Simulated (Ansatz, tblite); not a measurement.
# The cluster Mg7S6Cl2: rung by rung

The task here is to estimate one member of a computed series from the others.

Computed with Ansatz 0.2.0, Gaussian basis. Level: as each input shows.

The runs, in order: GFN1-xTB, GFN2-xTB, PBE-D4/def2-SVP, r2SCAN-D4/def2-SVP, HF/STO-3G, MP2/def2-SVP.

3 further runs of the same task are left out: 2 that didn't finish, 1 set aside as unsound or not needed.

## The relaxed structure

The geometry is that of the singlet, from an earlier relaxation (PBE-D4/def2-SVP).

15 atoms, charge 0, spin multiplicity 1.

Bond lengths: Cl1–Mg3 2.414 Å, Cl1–Mg5 2.390 Å, Cl2–Mg7 2.662 Å, Cl2–Mg9 2.353 Å, Mg3–S10 2.290 Å, Mg3–S12 2.512 Å, Mg4–S10 2.317 Å, Mg4–S14 2.334 Å, Mg5–S11 2.299 Å, Mg5–S12 2.502 Å, Mg6–S11 2.312 Å, Mg6–S15 2.300 Å, Mg7–S13 2.418 Å, Mg7–S14 2.295 Å, Mg8–S12 2.625 Å, Mg8–S13 2.448 Å, Mg8–S15 2.313 Å, Mg9–S12 2.396 Å and more. Angles: Mg3–Cl1–Mg5 89.5°, Mg7–Cl2–Mg9 76.2°, Cl1–Mg3–S10 134.6°, Cl1–Mg3–S12 91.7°, S10–Mg3–S12 133.4°, S10–Mg4–S14 161.8°, Cl1–Mg5–S11 141.5°, Cl1–Mg5–S12 92.5°, S11–Mg5–S12 123.5°, S11–Mg6–S15 167.1°, Cl2–Mg7–S13 93.0°, Cl2–Mg7–S14 101.1°, S13–Mg7–S14 144.7°, S12–Mg8–S13 95.9°, S12–Mg8–S15 118.8°, S13–Mg8–S15 141.0°, Cl2–Mg9–S12 121.3°, Cl2–Mg9–S13 102.1° and more.

PBE0-D4/def2-SVP was run before; its log isn't repeated, and its numbers join the tables.

The first run:

Tight binding, by tblite at 300 K electronic temperature and without a spin-polarisation term:

```python
tblite.interface.Calculator('GFN1-xTB', numbers, positions, charge=0, uhf=0).singlepoint()
```

Tight binding, by tblite at 300 K electronic temperature and without a spin-polarisation term:

```python
tblite.interface.Calculator('GFN2-xTB', numbers, positions, charge=0, uhf=0).singlepoint()
```

start.molden holds the orbitals of an earlier run on this state, given as this run's starting guess.

The input, in.yaml:

```yaml
crystal:
  periodic: [false, false, false]
  atoms:
    - {symbol: Cl, position_ang: [-2.419755, -3.319935, -0.410408]}
    - {symbol: Cl, position_ang: [-1.283182, 2.822156, -1.895947]}
    - {symbol: Mg, position_ang: [-2.363579, -0.937914, -0.025917]}
    - {symbol: Mg, position_ang: [-2.509734, 2.443918, 0.763450]}
    - {symbol: Mg, position_ang: [-0.033408, -3.335188, -0.536120]}
    - {symbol: Mg, position_ang: [2.894260, -2.992528, 0.934953]}
    - {symbol: Mg, position_ang: [0.417780, 3.612150, -0.006674]}
    - {symbol: Mg, position_ang: [2.192841, 0.288317, 0.571163]}
    - {symbol: Mg, position_ang: [0.356012, 1.133588, -1.871932]}
    - {symbol: S, position_ang: [-3.944223, 0.657058, 0.421796]}
    - {symbol: S, position_ang: [1.779091, -4.698433, -0.157248]}
    - {symbol: S, position_ang: [0.093843, -0.836468, -0.534351]}
    - {symbol: S, position_ang: [2.219015, 2.257521, -0.883292]}
    - {symbol: S, position_ang: [-1.003826, 3.917226, 1.768497]}
    - {symbol: S, position_ang: [3.604845, -1.011467, 1.862030]}
basis:
  gaussian: {orbitals: def2-SVP, initial_orbitals: start.molden}
hamiltonian: {xc: pbe, dispersion: d4}
scf: {omitted_lower_state_checks: [starts]}
output: {forces: true, orbitals: {seedname: orbitals}}
```

The run is started by

```
$ ansatz run in.yaml --threads 4 --pin off --events-out ev --progress --plain --max-ram 6963MiB
```

Steps of the session up to this table: PBE-D4/def2-SVP; r2SCAN-D4/def2-SVP; HF/STO-3G; MP2/def2-SVP.

One of the session's tables, all rows but one given; the rest of the session is left out.

It belongs to the step «Binding energy». 

| level | binding an atom (eV) |
| --- | --- |
| HF/STO-3G | 3.564 |
| HF/def2-SVP | 2.288 |
| PBE-D4/def2-SVP | 3.126 |
| r2SCAN-D4/def2-SVP | ? |
| PBE0-D4/def2-SVP | 3.098 |
| MP2/def2-SVP | 2.988 |

**Question.** Estimate the row for r2SCAN-D4/def2-SVP.

As computed: binding an atom (eV): 3.221. In the column «binding an atom (eV)» it lies between PBE-D4/def2-SVP (3.126) and HF/STO-3G (3.564).

Limits of these values: Free atoms were run apart at each level; binding is atoms less cluster, divided by the number of atoms, without zero-point or spin-orbit terms.
